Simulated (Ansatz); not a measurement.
# La (bcc type): the cost of one run

Program: Ansatz 0.2.0. Level of theory: DFT, LDA, all-electron LAPW, scalar-relativistic. These are calculated values, not measurements.

### Step 1. The starting structure

Symmetry: Im-3m, No. 229, cubic system. Conventional cell: a = 3.910 Å, b = 3.910 Å, c = 3.910 Å, α = 90.00°, β = 90.00°, γ = 90.00°. La (site symmetry m-3m) has 8 La at 3.39 Å in its first shell of neighbours.

Coordinates:

```cif
data_structure
_symmetry_space_group_name_H-M 'P 1'
_symmetry_Int_Tables_number 1
_cell_length_a 3.3862
_cell_length_b 3.3862
_cell_length_c 3.3862
_cell_angle_alpha 109.471
_cell_angle_beta 109.471
_cell_angle_gamma 109.471
_cell_volume 29.89
loop_
_atom_site_label
_atom_site_type_symbol
_atom_site_fract_x
_atom_site_fract_y
_atom_site_fract_z
_atom_site_occupancy
La1 La 0.00000 0.00000 0.00000 1
```

### Step 2. Bcc relaxed under pressure, LAPW

File input.yaml:

```yaml
crystal:
  lattice:
    - [-1.9550351231, 1.9550351231, 1.9550351231]
    - [1.9550351231, -1.9550351231, 1.9550351231]
    - [1.9550351231, 1.9550351231, -1.9550351231]
  atoms:
    - { symbol: La, position: [0.0, 0.0, 0.0] }
kpoints:
  mp_grid: { grid: [14, 14, 14] }
scf:
  occupations: { method: fermi_dirac, width: 0.08 }
hamiltonian:
  xc: lda
  pseudopotentials: { kind: all_electron, lapw: { basis_error: 0.0005 } }
output:
  forces: true
  stress: true
  eigenvalues: true
relax:
  f_tol: 0.005
  max_steps: 12
  cell: { p_target: 3.5, stress_tol: 0.03 }
```

The run is started by

```
$ ansatz run input.yaml --threads 1 --pin off --max-ram 3584MiB --backend cpu --events-out ev --progress --plain --runs-dir out
```

What time and memory should one allow on 1 thread of Arm Neoverse V1, shared host?

About 12 s, with a peak of 0.29 GiB.
